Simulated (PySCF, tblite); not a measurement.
# C₅H₈OSi: a rotation path, then NMR shifts on frames

Aim: move C₅H₈OSi (`C#C[SiH2]O/C=C\C`) away from its starting geometry and see how NMR shifts follow the geometry.

Computed with tblite 0.8.0 and PySCF 2.14.0, with density-fitted response routines of our own, on a single molecule in the gas phase. Atoms count from 0, in the outputs and in this text.

## 1. The molecule as given

15 atoms, charge 0, multiplicity 1; geometry from: GFN2-xTB.

Bonds of the start (Å): C0–C1 1.20, C1–Si2 1.86, Si2–O3 1.63, O3–C4 1.35, C4–C5 1.33, C5–C6 1.49, C0–H7 1.05, Si2–H8 1.47, Si2–H9 1.46, C4–H10 1.08, C5–H11 1.08, C6–H12 1.09, C6–H13 1.09, C6–H14 1.09.

## 2. A band between two rotamers with GFN2-xTB

What the job is given:

```
{"job": {"kind": "neb", "xc": "GFN2-xTB", "basis": "xTB", "atoms": [1, 2, 3, 4], "turn": 120}, "charge": 0, "multiplicity": 1}
C      3.723392    -0.878085    -0.208745
C      2.868846    -0.060281    -0.425219
Si     1.515045     1.169622    -0.743549
O      0.049780     0.534566    -0.436586
C     -0.502247    -0.017532     0.666493
C     -1.755213    -0.449756     0.700888
C     -2.703669    -0.385862    -0.450597
H      4.475635    -1.591075    -0.024092
H      1.786094     2.326424     0.117147
H      1.359616     1.452848    -2.162613
H      0.145832    -0.092099     1.531531
H     -2.124581    -0.881773     1.618462
H     -3.577939     0.210966    -0.191228
H     -3.048579    -1.386245    -0.710322
H     -2.216425     0.056272    -1.314793
```

Level: GFN2-xTB climbing-image nudged elastic band, gas phase.

Launch:

```bash
$ OMP_NUM_THREADS=1 python probes_run.py task.json out
```

One launch serves the whole session: the jobs run in the order shown.

Log:

```text
image   E - E0 / eV
  0      -0.0000
  1       0.0041
  2       0.0127
  3       0.0255
  4       0.0370
  5       0.0384
  6       0.0338
  7       0.0308
  8       0.0170
```

It took 11 s on 1 thread, shared host.

The final band, with the dihedral C1–Si2–O3–C4:

| image | dihedral (°) | energy (eV) | energy (kcal/mol) |
| --- | --- | --- | --- |
| 0 | 58 | 0.000 | 0.0 |
| 1 | 70 | 0.004 | 0.1 |
| 2 | 83 | 0.013 | 0.3 |
| 3 | 99 | 0.025 | 0.6 |
| 4 | 118 | 0.037 | 0.9 |
| 5 | 137 | 0.038 | 0.9 |
| 6 | 154 | 0.034 | 0.8 |
| 7 | 168 | 0.031 | 0.7 |
| 8 | 176 | 0.017 | 0.4 |

## 3. Nuclear shieldings: image 0, PBE0/pcSseg-1

What the job is given:

```
{"job": {"kind": "nmr", "xc": "PBE0", "basis": "pcSseg-1", "pop": false}, "charge": 0, "multiplicity": 1}
C      3.723400    -0.878100    -0.208700
C      2.868800    -0.060300    -0.425200
Si     1.515000     1.169600    -0.743500
O      0.049800     0.534600    -0.436600
C     -0.502200    -0.017500     0.666500
C     -1.755200    -0.449800     0.700900
C     -2.703700    -0.385900    -0.450600
H      4.475600    -1.591100    -0.024100
H      1.786100     2.326400     0.117100
H      1.359600     1.452800    -2.162600
H      0.145800    -0.092100     1.531500
H     -2.124600    -0.881800     1.618500
H     -3.577900     0.211000    -0.191200
H     -3.048600    -1.386200    -0.710300
H     -2.216400     0.056300    -1.314800
```

Method: GIAO PBE0/pcSseg-1 NMR shielding, non-relativistic, gas phase.

Log:

```text
coarse grid: 13104 points
cycle   1  E = -559.3662045979  dE =  8.581e-01  |g| = 7.001e-01  |ddm| = 3.558e+00
cycle   2  E = -559.2847081571  dE =  8.150e-02  |g| = 9.677e-01  |ddm| = 1.442e+00
cycle   3  E = -559.4629600890  dE = -1.783e-01  |g| = 1.338e-01  |ddm| = 9.147e-01
cycle   4  E = -559.4660796537  dE = -3.120e-03  |g| = 4.934e-02  |ddm| = 1.355e-01
cycle   5  E = -559.4665582753  dE = -4.786e-04  |g| = 2.517e-02  |ddm| = 5.573e-02
cycle   6  E = -559.4667105116  dE = -1.522e-04  |g| = 6.223e-03  |ddm| = 2.046e-02
cycle   7  E = -559.4667176014  dE = -7.090e-06  |g| = 2.913e-03  |ddm| = 5.730e-03
final grid: 122152 points
cycle   8  E = -559.5196116408  dE = -1.294e-05  |g| = 1.166e-02  |ddm| = 2.696e-02
cycle   9  E = -559.5195535536  dE =  5.809e-05  |g| = 2.009e-02  |ddm| = 2.213e-02
cycle  10  E = -559.5196394453  dE = -8.589e-05  |g| = 2.385e-03  |ddm| = 1.476e-02
cycle  11  E = -559.5196407840  dE = -1.339e-06  |g| = 5.806e-04  |ddm| = 1.787e-03
cycle  12  E = -559.5196408617  dE = -7.772e-08  |g| = 1.747e-04  |ddm| = 5.667e-04
cycle  13  E = -559.5196408688  dE = -7.043e-09  |g| = 3.735e-05  |ddm| = 1.382e-04
cycle  14  E = -559.5196408690  dE = -2.567e-10  |g| = 1.415e-05  |ddm| = 3.666e-05
converged SCF energy = -559.5196408690

GIAO shielding tensors (ppm)
atom      isotropic    diamagn.    paramagn.     s11        s22        s33       span
  0 C       83.163     260.545    -177.382     -1.643      4.637    246.495    248.138
  1 C       99.019     261.151    -162.133      0.099      8.363    288.594    288.494
  2 Si     401.100     880.250    -479.150    354.692    389.671    458.937    104.245
  3 O      238.595     400.526    -161.931    148.285    224.205    343.294    195.009
  4 C       42.902     253.582    -210.679    -58.279     78.781    108.206    166.486
  5 C       72.185     258.240    -186.055    -34.883     94.743    156.696    191.580
  6 C      174.978     246.998     -72.020    156.970    183.750    184.214     27.243
  7 H       29.695      33.012      -3.317     24.830     24.885     39.371     14.542
  8 H       26.549      28.211      -1.663     23.012     25.262     31.372      8.360
  9 H       26.704      28.596      -1.891     22.806     25.725     31.582      8.776
 10 H       25.198      32.799      -7.601     21.609     25.085     28.902      7.293
 11 H       26.751      32.059      -5.308     24.440     26.944     28.868      4.428
 12 H       30.264      27.533       2.731     25.986     27.521     37.286     11.300
 13 H       30.244      28.335       1.909     26.026     27.546     37.159     11.133
 14 H       29.091      30.706      -1.615     23.996     30.451     32.825      8.828
```

Run time: 48 s. Hardware: 1 thread, shared host.

The references, computed at this level on geometries of the same kind, shield at (ppm): 1H TMS 31.72, 13C TMS 186.9, 29Si TMS 349.2, 17O H2O 336.1. Their shielding less the atom's gives the shift. The references are single molecules in the gas phase, so shifts against H2O, NH3, PH3, H3PO4 or CFCl3 are not on the usual liquid scales and can be off by tens of ppm. Each atom is listed at this fixed geometry, with no averaging over motion; a spectrum would average atoms that exchange fast.

| atoms | environment | σ (ppm) | δ (ppm) |
| --- | --- | --- | --- |
| C4 | alkene carbon bearing oxygen | 42.9 | 144.0 |
| C5 | β carbon of an enol-ether or enamine type C=C | 72.2 | 114.7 |
| C0 | terminal alkyne carbon | 83.2 | 103.8 |
| C1 | alkyne carbon | 99.0 | 87.9 |
| C6 | allylic methyl carbon | 175.0 | 11.9 |
| H10 | hydrogen on an alkene carbon bearing oxygen | 25.20 | 6.52 |
| H8 | hydrogen on a silicon bonded to C, O | 26.55 | 5.17 |
| H9 | hydrogen on a silicon bonded to C, O | 26.70 | 5.01 |
| H11 | hydrogen on a β carbon of an enol-ether or enamine type C=C | 26.75 | 4.97 |
| H14 | hydrogen on an allylic methyl carbon | 29.09 | 2.63 |
| H7 | hydrogen on a terminal alkyne carbon | 29.70 | 2.02 |
| H13 | hydrogen on an allylic methyl carbon | 30.24 | 1.47 |
| H12 | hydrogen on an allylic methyl carbon | 30.26 | 1.45 |
| Si2 | silicon bonded to C, O, 2 H | 401.1 | -51.9 |
| O3 | oxygen bonded to C, Si | 238.6 | 97.5 |

## 4. Shielding tensors: image 2, PBE0/pcSseg-1

What the job is given:

```
{"job": {"kind": "nmr", "xc": "PBE0", "basis": "pcSseg-1", "pop": false}, "charge": 0, "multiplicity": 1}
C      3.705400    -1.001500    -0.528900
C      2.848100    -0.159100    -0.555800
Si     1.548000     1.165800    -0.581800
O      0.063900     0.558300    -0.321300
C     -0.631400     0.236400     0.790500
C     -1.854000    -0.274000     0.744100
C     -2.587100    -0.584900    -0.518800
H      4.455500    -1.740100    -0.508100
H      1.908600     2.130600     0.463000
H      1.367000     1.717900    -1.917400
H     -0.136500     0.440200     1.733100
H     -2.362000    -0.483900     1.672800
H     -3.509400    -0.007100    -0.575200
H     -2.852800    -1.641200    -0.549500
H     -1.967800    -0.349700    -1.379800
```

Level: GIAO PBE0/pcSseg-1 NMR shielding, non-relativistic, gas phase.

Log:

```text
coarse grid: 13104 points
cycle   1  E = -559.3651463865  dE =  8.616e-01  |g| = 7.015e-01  |ddm| = 3.558e+00
cycle   2  E = -559.2826585822  dE =  8.249e-02  |g| = 9.705e-01  |ddm| = 1.433e+00
cycle   3  E = -559.4623313301  dE = -1.797e-01  |g| = 1.338e-01  |ddm| = 9.124e-01
cycle   4  E = -559.4654314848  dE = -3.100e-03  |g| = 5.075e-02  |ddm| = 1.382e-01
cycle   5  E = -559.4659428371  dE = -5.114e-04  |g| = 2.556e-02  |ddm| = 5.671e-02
cycle   6  E = -559.4660999114  dE = -1.571e-04  |g| = 6.257e-03  |ddm| = 2.045e-02
cycle   7  E = -559.4661071109  dE = -7.199e-06  |g| = 2.914e-03  |ddm| = 5.813e-03
final grid: 122152 points
cycle   8  E = -559.5192745494  dE = -1.318e-05  |g| = 1.192e-02  |ddm| = 2.872e-02
cycle   9  E = -559.5192137577  dE =  6.079e-05  |g| = 2.055e-02  |ddm| = 2.266e-02
cycle  10  E = -559.5193035636  dE = -8.981e-05  |g| = 2.394e-03  |ddm| = 1.522e-02
cycle  11  E = -559.5193049076  dE = -1.344e-06  |g| = 5.852e-04  |ddm| = 1.806e-03
cycle  12  E = -559.5193049864  dE = -7.878e-08  |g| = 1.790e-04  |ddm| = 5.689e-04
cycle  13  E = -559.5193049938  dE = -7.422e-09  |g| = 3.782e-05  |ddm| = 1.418e-04
cycle  14  E = -559.5193049941  dE = -2.613e-10  |g| = 1.439e-05  |ddm| = 3.748e-05
converged SCF energy = -559.5193049941

GIAO shielding tensors (ppm)
atom      isotropic    diamagn.    paramagn.     s11        s22        s33       span
  0 C       83.824     261.175    -177.351      0.379      5.198    245.896    245.517
  1 C       98.424     259.551    -161.127     -0.791      7.299    288.765    289.556
  2 Si     400.378     880.266    -479.887    353.132    389.176    458.828    105.697
  3 O      236.386     400.947    -164.561    145.111    217.527    346.522    201.411
  4 C       42.219     252.229    -210.011    -57.576     79.486    104.747    162.323
  5 C       72.346     258.216    -185.870    -34.388     94.718    156.708    191.096
  6 C      174.897     247.275     -72.379    157.157    183.370    184.164     27.008
  7 H       29.713      33.204      -3.492     24.874     24.908     39.356     14.482
  8 H       26.537      28.280      -1.743     23.148     25.425     31.038      7.889
  9 H       26.688      28.466      -1.778     22.845     25.667     31.553      8.708
 10 H       25.308      31.801      -6.494     21.951     25.429     28.543      6.593
 11 H       26.787      31.531      -4.745     24.547     27.023     28.789      4.242
 12 H       30.251      27.592       2.659     26.004     27.464     37.284     11.280
 13 H       30.234      28.642       1.592     26.073     27.520     37.110     11.037
 14 H       29.043      30.996      -1.953     23.913     30.353     32.863      8.950
```

Run time: 46 s. Hardware: 1 thread, shared host.

Key values: δ C4 144.7, C5 114.6, C0 103.1, C1 88.5, H10 6.41, H8 5.18 ppm.

(Part 1 of 2 ends here.)
